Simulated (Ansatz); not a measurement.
# WSe2: the cost of one run

Program: Ansatz 0.2.0. Level of theory: DFT, plane waves, PAW, no spin polarisation. These are calculated values, not measurements.

## Step 1: The system as given

The cell holds 12 atoms (Se8W4): a = 6.631 Å, b = 6.631 Å, c = 6.519 Å, α = 90.00°, β = 90.00°, γ = 120.00°.

Coordinates:

```xyz
12
Lattice="6.6307 0.0000 0.0000 -3.3153 5.7423 0.0000 0.0000 0.0000 6.5192" Properties=species:S:1:pos:R:3 pbc="T T T"
W     0.0000    0.0000    0.0000
Se    0.0000    1.9141    1.6765
Se    1.6577    0.9571    4.8427
W    -1.6577    2.8712    0.0000
Se   -1.6577    4.7853    1.6765
Se    0.0000    3.8282    4.8427
W     3.3153    0.0000    0.0000
Se    3.3153    1.9141    1.6765
Se    4.9730    0.9571    4.8427
W     1.6577    2.8712    0.0000
Se    1.6577    4.7853    1.6765
Se    3.3153    3.8282    4.8427
```

## Step 2: Run 1: PBEsol

input.yaml reads:

```yaml
crystal:
  lattice:
    - [6.6306883749, -1.0e-10, 0.0]
    - [-3.3153441874, 5.7423445773, 0.0]
    - [0.0, 0.0, 6.5191986732]
  atoms:
    - { symbol: W, position: [0.0, 0.0, 0.0] }
    - { symbol: Se, position: [0.1666666667, 0.3333333333, 0.257168382] }
    - { symbol: Se, position: [0.3333333333, 0.1666666667, 0.742831618] }
    - { symbol: W, position: [0.0, 0.5, 0.0] }
    - { symbol: Se, position: [0.1666666667, 0.8333333333, 0.257168382] }
    - { symbol: Se, position: [0.3333333333, 0.6666666667, 0.742831618] }
    - { symbol: W, position: [0.5, 0.0, 0.0] }
    - { symbol: Se, position: [0.6666666667, 0.3333333333, 0.257168382] }
    - { symbol: Se, position: [0.8333333333, 0.1666666667, 0.742831618] }
    - { symbol: W, position: [0.5, 0.5, 0.0] }
    - { symbol: Se, position: [0.6666666667, 0.8333333333, 0.257168382] }
    - { symbol: Se, position: [0.8333333333, 0.6666666667, 0.742831618] }
kpoints:
  mp_grid: { grid: [3, 3, 2] }
hamiltonian:
  xc: pbesol
scf:
  occupations: { method: fermi_dirac, width: 0.039 }
md:
  ensemble: nvt_nose_hoover
  temperature: 450
  timestep: 1.5
  n_steps: 20
  initial_velocities: maxwell_boltzmann
  seed: 5093
```

Started as:

```console
$ ansatz run input.yaml --threads 4 --pin off --max-ram 3686MiB --backend cpu --events-out ev --progress --plain --runs-dir out
```

**Question.** How long does this run take on 4 threads of Arm Neoverse N1, shared host, and how much memory does it need?

About 2.9 min, with a peak of 1 GiB.
